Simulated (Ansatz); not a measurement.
# CH₇AlSi₂: a ladder of functionals and wavefunction methods

The task here is to estimate one member of a computed series from the others.

Computed with Ansatz 0.2.0, Gaussian basis. Level: functionals in def2-TZVPP, the program's frozen cores in correlated methods.

The runs, in order: LDA (SPW92), PBE-D4, revPBE-D4, BLYP-D4, r2SCAN-D4, B97M-V, PBE0-D4, B3LYP-D4, r2SCANh-D4, r2SCAN0-D4, HSE06-D4, BHLYP-D4, CAM-B3LYP-D4, LC-ωPBE, ωB97X-V, ωB97M-V, B2PLYP, PBE-QIDH; CCSD(T)/def2-SVP; CCSD(T)/def2-TZVPP; MP2/def2-QZVPP; extrapolation to the limit; RPA on PBE.

## The relaxed structure

All runs share one geometry, relaxed beforehand with PBE0-D4 in a triple-zeta def2 set.

SMILES `C[SiH]1[AlH][SiH2]1`, 11 atoms, charge 0, spin multiplicity 1.

Atoms are counted from 1 here; the program's logs count them from 0.

Bond lengths: C1–Si2 1.879 Å, C1–H5 1.092 Å, C1–H6 1.092 Å, C1–H7 1.091 Å, Si2–Al3 2.398 Å, Si2–Si4 2.328 Å, Si2–H8 1.506 Å, Al3–Si4 2.417 Å, Al3–H9 1.588 Å, Si4–H10 1.500 Å, Si4–H11 1.491 Å. Angles: Si2–C1–H5 110.4°, Si2–C1–H6 110.4°, Si2–C1–H7 110.3°, H5–C1–H6 108.7°, H5–C1–H7 108.5°, H6–C1–H7 108.5°, C1–Si2–Al3 145.3°, C1–Si2–Si4 131.3°, C1–Si2–H8 111.3°, Al3–Si2–Si4 61.5°, Al3–Si2–H8 93.3°, Si4–Si2–H8 101.6°, Si2–Al3–Si4 57.8°, Si2–Al3–H9 152.4°, Si4–Al3–H9 149.7°, Si2–Si4–Al3 60.7°, Si2–Si4–H10 107.4°, Si2–Si4–H11 128.9° and more.

The first run:

The input, in.yaml:

```yaml
crystal:
  periodic: [false, false, false]
  atoms:
    - {symbol: C, position_ang: [-1.474655, 1.409800, -0.346542]}
    - {symbol: Si, position_ang: [-0.404687, 0.016569, 0.318939]}
    - {symbol: Al, position_ang: [1.635561, -0.534160, 1.452418]}
    - {symbol: Si, position_ang: [1.108980, -1.397728, -0.742395]}
    - {symbol: H, position_ang: [-2.274211, 1.008834, -0.973257]}
    - {symbol: H, position_ang: [-1.923365, 1.972095, 0.475224]}
    - {symbol: H, position_ang: [-0.873354, 2.094311, -0.946828]}
    - {symbol: H, position_ang: [-1.217880, -0.961038, 1.125746]}
    - {symbol: H, position_ang: [2.619043, -0.458662, 2.696900]}
    - {symbol: H, position_ang: [2.024656, -0.538511, -1.562717]}
    - {symbol: H, position_ang: [0.845313, -2.668612, -1.476787]}
basis:
  gaussian: {orbitals: def2-TZVPP}
hamiltonian: {xc: lda}
output: {orbitals: {seedname: orbitals}}
```

The run is started by

```bash
ansatz run in.yaml --threads 2 --pin off --events-out ev --progress --plain --max-ram 4352MiB
```

Among the steps run: LDA; PBE-D4 (GGA); revPBE-D4 (GGA); BLYP-D4 (GGA); r2SCAN-D4 (meta-GGA); B97M-V (meta-GGA); PBE0-D4 (hybrid); B3LYP-D4 (hybrid); r2SCANh-D4 (hybrid); r2SCAN0-D4 (hybrid); HSE06-D4 (hybrid); BHLYP-D4 (hybrid); CAM-B3LYP-D4 (range-separated); LC-ωPBE (range-separated); ωB97X-V (range-separated); ωB97M-V (range-separated); B2PLYP (double hybrid); PBE-QIDH (double hybrid).

One of the session's tables, all rows but one given; the rest of the session is left out.

It belongs to the step «Frontier levels by functional». 

```
  functional  HOMO (eV)  LUMO (eV)  gap (eV)
 LDA (SPW92)      -5.26      -3.05      2.21
      PBE-D4      -5.17      -2.85      2.32
   revPBE-D4      -5.13      -2.76      2.37
     BLYP-D4      -5.01      -2.66      2.34
   r2SCAN-D4      -5.35      -2.65      2.69
      B97M-V      -5.38      -2.77      2.61
     PBE0-D4      -6.07      -2.10      3.97
    B3LYP-D4      -5.88      -2.23      3.66
  r2SCANh-D4      -5.68      -2.39      3.29
  r2SCAN0-D4      -6.18      -2.00      4.18
    HSE06-D4      -5.68      -2.47      3.22
    BHLYP-D4      -6.84      -1.22      5.62
CAM-B3LYP-D4          ?          ?         ?
     LC-ωPBE      -8.41      -0.07      8.34
     ωB97X-V      -8.13      -0.15      7.98
     ωB97M-V      -7.92      -0.40      7.53
```

Estimate the missing values for CAM-B3LYP-D4.

**Answer.** HOMO (eV): -7.20; LUMO (eV): -1.06; gap (eV): 6.14. In the column «HOMO (eV)» it lies between ωB97M-V (-7.92) and BHLYP-D4 (-6.84).
